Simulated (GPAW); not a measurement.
Crystal: Mn3Al.

```xyz
4
Lattice="0.0000 2.8580 2.8580 2.8580 0.0000 2.8580 2.8580 2.8580 0.0000" Properties=species:S:1:pos:R:3 pbc="T T T"
Mn    0.0000    0.0000    0.0000
Mn    1.4290    1.4290    1.4290
Mn    4.2870    4.2870    4.2870
Al    2.8580    2.8580    2.8580
```

The cell comes from a database or a generator and needn't be the stable form of this composition.

Base run:

| Property | Result |
| --- | --- |
| Program | GPAW 26.7.0 |
| Functional | PBEsol |
| Potentials or basis | PAW data sets generated in the run's folder for this functional |
| Cutoff | 600 eV |
| Basis | pw |
| k mesh | 7 × 7 × 7 |
| Occupations | fermi-dirac, width 0.05 eV |
| Spin | collinear spin, ferromagnetic start |
| Starting moments | [4.0, 4.0, 4.0, 0.0] μB |
| Hubbard terms | Mn d U = 4 eV |

Its results: pressure 50.9 GPa; net moment 10.71 μB per cell; site moments Mn +3.79, +3.48; Al -0.17 μB.

**Question.** After a change of settings the same cell gave: pressure 31.4 GPa; net moment 9.16 μB per cell; site moments Mn +3.22, +2.95; Al -0.14 μB. Which change was it?
A. hubbard terms from Mn d U = 4 eV to none
B. hubbard terms from Mn d U = 4 eV to Mn d U = 6 eV
C. hubbard terms from Mn d U = 4 eV to Mn d U = 2 eV

**Answer.** C.

Caveats: a pressure of tens of GPa on the cell as given is suspect, and the run, the potentials or the cell itself is likely at fault; the U is typed as a test and isn't derived for this compound.
